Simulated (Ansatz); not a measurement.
# PbSe2: a trial structure relaxed

Aim: relax PbSe2 from this start, structure listed in a database for this formula (I4/mcm, No. 140), and see where it ends.

Computed with Ansatz 0.2.0 (DFT r2SCAN, scalar-relativistic, plane waves, PAW, unless a step's input says otherwise).

### Step 1. The structure to begin with

The structure is tetragonal, space group I4/mcm (No. 140). Conventional cell: a = 6.477 Å, b = 6.477 Å, c = 7.804 Å, α = 90.00°, β = 90.00°, γ = 90.00°. Pb (site symmetry 422) is surrounded by 8 Se at 3.20 Å. Se (site symmetry m2m) has 1 Se at 2.38 Å and 4 Pb at 3.20 Å as nearest neighbours.

As a file:

```
CELL_PARAMETERS angstrom
-3.23863 3.23863 3.90220
3.23863 -3.23863 3.90220
3.23863 3.23863 -3.90220
ATOMIC_POSITIONS crystal
Pb 0.25000 0.25000 0.00000
Pb 0.75000 0.75000 0.00000
Se 0.62982 0.12982 0.75963
Se 0.37018 0.87018 0.24037
Se 0.87018 0.62982 0.50000
Se 0.12982 0.37018 0.50000
```

(A quick probe on a coarse mesh, which set the mesh and smearing, is not shown.)

### Step 3. Full relaxation

Contents of input.yaml:

```yaml
crystal:
  lattice:
    - [-3.23863296, 3.23863296, 3.90219629]
    - [3.23863296, -3.23863296, 3.90219629]
    - [3.23863296, 3.23863296, -3.90219629]
  atoms:
    - { symbol: Pb, position: [0.25, 0.25, 0.0] }
    - { symbol: Pb, position: [0.75, 0.75, 0.0] }
    - { symbol: Se, position: [0.62981673, 0.12981674, 0.75963347] }
    - { symbol: Se, position: [0.37018327, 0.87018326, 0.24036653] }
    - { symbol: Se, position: [0.87018326, 0.62981674, 0.5] }
    - { symbol: Se, position: [0.12981674, 0.37018326, 0.5] }
basis:
  ecutwfc: 500
kpoints:
  mp_grid: { grid: [8, 8, 8] }
hamiltonian:
  xc: r2scan
scf:
  occupations: { method: gaussian, width: 0.01 }
output:
  forces: true
  stress: true
  eigenvalues: true
relax:
  adjacent_minimum: "off"
  f_tol: 0.01
  max_steps: 80
  cell: { stress_tol: 0.05 }
```

Run with:

```bash
> ansatz run input.yaml --threads 1 --pin off --max-ram 2560MiB --backend cpu --events-out ev --progress --plain --runs-dir out
```

**Question.** What will these runs give?

**Answer**, as computed:

Formation energies count from the elements, computed with the same settings in runs not shown here.

| quantity | value |
| --- | --- |
| cell (conventional) | a = 6.477 Å, b = 6.477 Å, c = 7.804 Å, α = 90.00°, β = 90.00°, γ = 90.00° |
| space group | I4/mcm (No. 140) |
| volume | 27.29 Å³/atom |
| gap on the mesh | 0.09 eV |
| formation energy from the elements | -0.408 eV/atom |

The space group stayed I4/mcm, and from the first guess the volume stayed at 27.29 Å³/atom. With -0.41 eV/atom it lies under the elements, which doesn't yet make it stable against other compounds of them. These runs have no spin-orbit coupling; with Pb it would split and shift bands.
